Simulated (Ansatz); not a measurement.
# GaH₂Br: a ladder of functionals and wavefunction methods

The task here is to estimate one member of a computed series from the others.

Computed with Ansatz 0.2.0, Gaussian basis. Level: functionals in def2-TZVPP, the program's frozen cores in correlated methods.

Plan: LDA (SPW92), PBE-D4, revPBE-D4, BLYP-D4, r2SCAN-D4, B97M-V, PBE0-D4, B3LYP-D4, r2SCANh-D4, r2SCAN0-D4, HSE06-D4, BHLYP-D4, CAM-B3LYP-D4, LC-ωPBE, ωB97X-V, ωB97M-V, B2PLYP, PBE-QIDH; CCSD(T)/def2-SVP; CCSD(T)/def2-TZVPP; MP2/def2-QZVPP; extrapolation to the limit; RPA on PBE.

## The relaxed structure

The geometry comes from an earlier relaxation with PBE0-D4 in a triple-zeta def2 set; it is a stationary point.

SMILES `[GaH2][Br]`, 4 atoms, charge 0, spin multiplicity 1.

Atoms are counted from 1 here; the program's logs count them from 0.

Bond lengths: Ga1–Br2 2.294 Å, Ga1–H3 1.557 Å, Ga1–H4 1.557 Å. Angles: Br2–Ga1–H3 115.4°, Br2–Ga1–H4 115.4°, H3–Ga1–H4 129.2°.

Set-up of the first run:

The input, in.yaml:

```yaml
crystal:
  periodic: [false, false, false]
  atoms:
    - {symbol: Ga, position_ang: [-0.204197, 0.020143, -0.098148]}
    - {symbol: Br, position_ang: [1.882961, -0.316979, 0.792631]}
    - {symbol: H, position_ang: [-1.323960, -0.909580, 0.453761]}
    - {symbol: H, position_ang: [-0.299304, 1.146116, -1.168643]}
basis:
  gaussian: {orbitals: def2-TZVPP}
hamiltonian: {xc: lda}
output: {orbitals: {seedname: orbitals}}
```

Among the steps run: LDA; PBE-D4 (GGA); revPBE-D4 (GGA); BLYP-D4 (GGA); r2SCAN-D4 (meta-GGA); B97M-V (meta-GGA); PBE0-D4 (hybrid); B3LYP-D4 (hybrid); r2SCANh-D4 (hybrid); r2SCAN0-D4 (hybrid); HSE06-D4 (hybrid); BHLYP-D4 (hybrid); CAM-B3LYP-D4 (range-separated); LC-ωPBE-D4 (range-separated; the results give it without D4); ωB97X-V (range-separated); ωB97M-V (range-separated); B2PLYP (double hybrid); PBE-QIDH (double hybrid).

One table of the session follows, with a row left open; its other results are not shown here.

It belongs to the step «Orbital energies across the functionals». 

```
  functional  HOMO (eV)  LUMO (eV)  gap (eV)
 LDA (SPW92)      -6.95      -2.97      3.97
      PBE-D4      -6.82      -2.69      4.13
   revPBE-D4      -6.78      -2.58      4.20
     BLYP-D4      -6.67      -2.64      4.03
   r2SCAN-D4      -7.14      -2.43      4.71
      B97M-V      -7.24      -2.64      4.60
     PBE0-D4          ?          ?         ?
    B3LYP-D4      -7.82      -2.19      5.64
  r2SCANh-D4      -7.59      -2.16      5.44
  r2SCAN0-D4      -8.28      -1.76      6.52
    HSE06-D4      -7.67      -2.28      5.39
    BHLYP-D4      -9.17      -1.18      7.99
CAM-B3LYP-D4      -9.38      -1.04      8.34
     LC-ωPBE     -10.75       0.15     10.90
     ωB97X-V     -10.40       0.01     10.41
     ωB97M-V     -10.25      -0.20     10.06
```

**Question.** Estimate the row for PBE0-D4.

**Answer.** HOMO (eV): -8.07; LUMO (eV): -1.91; gap (eV): 6.15. In the column «HOMO (eV)» it lies between r2SCAN0-D4 (-8.28) and B3LYP-D4 (-7.82).
